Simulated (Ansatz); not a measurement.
# CH2BF3O2S: up Jacob's ladder to CCSD(T)

Aim: compute CH2BF3O2S with functionals from several rungs and with coupled cluster, and see how far each lands from CCSD(T) at the basis-set limit for the atomisation energy.

Computed with Ansatz 0.2.0, Gaussian basis. Level: functionals in def2-TZVPP, the program's frozen cores in correlated methods.

The runs, in order: PBE-D4, r2SCAN-D4, PBE0-D4, B3LYP-D4, ωB97X-V, ωB97M-V, B2PLYP; CCSD(T)/def2-TZVPP; MP2/def2-QZVPP; extrapolation to the limit.

## Step 1: The relaxed structure

An earlier PBE0-D4 in a triple-zeta def2 set relaxation fixed the geometry.

SMILES `OB(O)SC(F)(F)F`, 10 atoms, charge 0, spin multiplicity 1.

Atoms are counted from 1 here; the program's logs count them from 0.

Bond lengths: O1–B2 1.361 Å, O1–H9 0.959 Å, B2–O3 1.348 Å, B2–S4 1.838 Å, O3–H10 0.962 Å, S4–C5 1.814 Å, C5–F6 1.328 Å, C5–F7 1.328 Å, C5–F8 1.335 Å. Angles: B2–O1–H9 116.0°, O1–B2–O3 120.6°, O1–B2–S4 118.5°, O3–B2–S4 120.9°, B2–O3–H10 112.4°, B2–S4–C5 102.2°, S4–C5–F6 112.9°, S4–C5–F7 112.9°, S4–C5–F8 107.2°, F6–C5–F7 107.9°, F6–C5–F8 107.8°, F7–C5–F8 107.8°.

## Step 2: PBE-D4 (GGA)

in.yaml reads:

```yaml
crystal:
  periodic: [false, false, false]
  atoms:
    - {symbol: O, position_ang: [0.629709, 0.068003, -2.342103]}
    - {symbol: B, position_ang: [0.366762, 0.204848, -1.014204]}
    - {symbol: O, position_ang: [0.778117, 1.299068, -0.342171]}
    - {symbol: S, position_ang: [-0.559890, -1.134272, -0.161057]}
    - {symbol: C, position_ang: [-0.659817, -0.507630, 1.537828]}
    - {symbol: F, position_ang: [0.532290, -0.339864, 2.098905]}
    - {symbol: F, position_ang: [-1.318792, 0.642069, 1.627702]}
    - {symbol: F, position_ang: [-1.324517, -1.416482, 2.255108]}
    - {symbol: H, position_ang: [0.306302, -0.735364, -2.754051]}
    - {symbol: H, position_ang: [1.249827, 1.919636, -0.905946]}
basis:
  gaussian: {orbitals: def2-TZVPP}
hamiltonian: {xc: pbe, dispersion: d4}
output: {forces: true, orbitals: {seedname: orbitals}}
```

On the command line:

```bash
$ ansatz run in.yaml --threads 2 --pin off --events-out ev --progress --plain --max-ram 32768MiB --backend cuda --devices 0, --max-vram 18GiB
```

After this run come: r2SCAN-D4 (meta-GGA); PBE0-D4 (hybrid); B3LYP-D4 (hybrid); ωB97X-V (range-separated); ωB97M-V (range-separated); B2PLYP (double hybrid); CCSD(T) in def2-TZVPP; MP2 in def2-QZVPP.

Q: Predict the results of all the runs planned. Wanted: atomisation energy, CCSD(T)/CBS; farthest; mean size of error, hybrid; mean size of error, range-separated; gap, smallest and largest; T1 diagnostic; triples share of the correlation energy.

As calculated:

| quantity | value |
| --- | --- |
| atomisation energy, CCSD(T)/CBS | 996.7 kcal/mol |
| functionals within 5.0 kcal/mol (0.5 %) | ωB97X-V |
| farthest | PBE-D4 (+45.5 kcal/mol) |
| mean size of error, hybrid | 6.0 kcal/mol |
| mean size of error, range-separated | 6.9 kcal/mol |
| gap, smallest and largest | 5.62 eV (PBE-D4), 12.47 eV (ωB97X-V) |
| T1 diagnostic | 0.0129 |
| triples share of the correlation energy | 3.5 % |

In words: PBE-D4 is off by +45.5 kcal/mol. Double hybrids carry the basis error of their MP2 part in triple zeta, and no dispersion term here, so their miss is partly the set-up's. The reference freezes the cores and leaves out relativity and excitations past (T), so misses under about 5.0 kcal/mol can't be ranked. Hartree-Fock recovers 68 % of the binding; the rest is correlation. The gap grows from 5.6 to 12.5 eV across the functionals, mostly with the share of exact exchange.
